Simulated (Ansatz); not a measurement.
## Ge2Sb2Te5, space group Cm: a report of symmetry and cells, step by step

Program: Ansatz 0.2.0, Python API.

Interactive session:
```pycon
>>> import ansatz
>>> import numpy as np
>>> crystal = (
...     ansatz.Lattice.of((6.839136, -3.066006, 0.0), (6.839136, 3.066006, 0.0), (-6.830977, 0.0, 6.847609))
...     .atom('Ge', (0.497343, 0.497343, 0.011044))
...     .atom('Ge', (0.284287, 0.284287, 0.18783))
...     .atom('Sb', (0.11187, 0.11187, 0.417352))
...     .atom('Sb', (0.901708, 0.901708, 0.587873))
...     .atom('Te', (0.399959, 0.399959, 0.597118))
...     .atom('Te', (0.206519, 0.206519, 0.809803))
...     .atom('Te', (0.008324, 0.008324, 0.006435))
...     .atom('Te', (0.795288, 0.795288, 0.196112))
...     .atom('Te', (0.594702, 0.594702, 0.386433))
... )
>>> [site.symbol for site in crystal.resolved().sites]
['Ge', 'Ge', 'Sb', 'Sb', 'Te', 'Te', 'Te', 'Te', 'Te']
>>> built = crystal.resolved()
>>> vectors = np.array(built.lattice.vectors)
>>> print('cell vectors (A)')
cell vectors (A)
>>> print(vectors.round(4) + 0.0)
[[ 6.8391 -3.066   0.    ]
 [ 6.8391  3.066   0.    ]
 [-6.831   0.      6.8476]]
>>> for index, site in enumerate(built.sites):
...     print(index, site.symbol, np.round(site.position, 4) + 0.0)
...
0 Ge [0.4973 0.4973 0.011 ]
1 Ge [0.2843 0.2843 0.1878]
2 Sb [0.1119 0.1119 0.4174]
3 Sb [0.9017 0.9017 0.5879]
4 Te [0.4    0.4    0.5971]
5 Te [0.2065 0.2065 0.8098]
6 Te [0.0083 0.0083 0.0064]
7 Te [0.7953 0.7953 0.1961]
8 Te [0.5947 0.5947 0.3864]
>>> try:
...     print({label: tuple(round(v, 4) for v in k) for label, k in ansatz.high_symmetry_points(vectors.tolist()).items()})
... except Exception as error:
...     print('no labels:', error)
...
{'F': (-0.5006, -0.5006, 0.0012), 'F₁': (-0.4994, -0.4994, 0.9988), 'F₂': (0.4994, 0.4994, 0.0012), 'F₃': (-0.5006, 0.4994, 0.0012), 'I': (-0.7499, -0.2501, 0.5), 'I₁': (-0.2501, 0.2501, 0.5), 'L': (-0.5, -0.5, 0.5), 'M': (-0.5, 0.0, 0.5), 'N': (-0.5, 0.0, 0.0), 'N₁': (0.0, 0.5, 0.0), 'X': (-0.3502, 0.3502, 0.0), 'X₁': (-0.6498, -0.3502, 0.0), 'X₂': (0.3502, 0.6498, 0.0), 'Y': (-0.5, -0.5, 0.0), 'Y₁': (0.5, 0.5, 0.0), 'Z': (0.0, 0.0, 0.5), 'Γ': (0.0, 0.0, 0.0)}
```

The structure comes from a database and needn't be a stable phase.
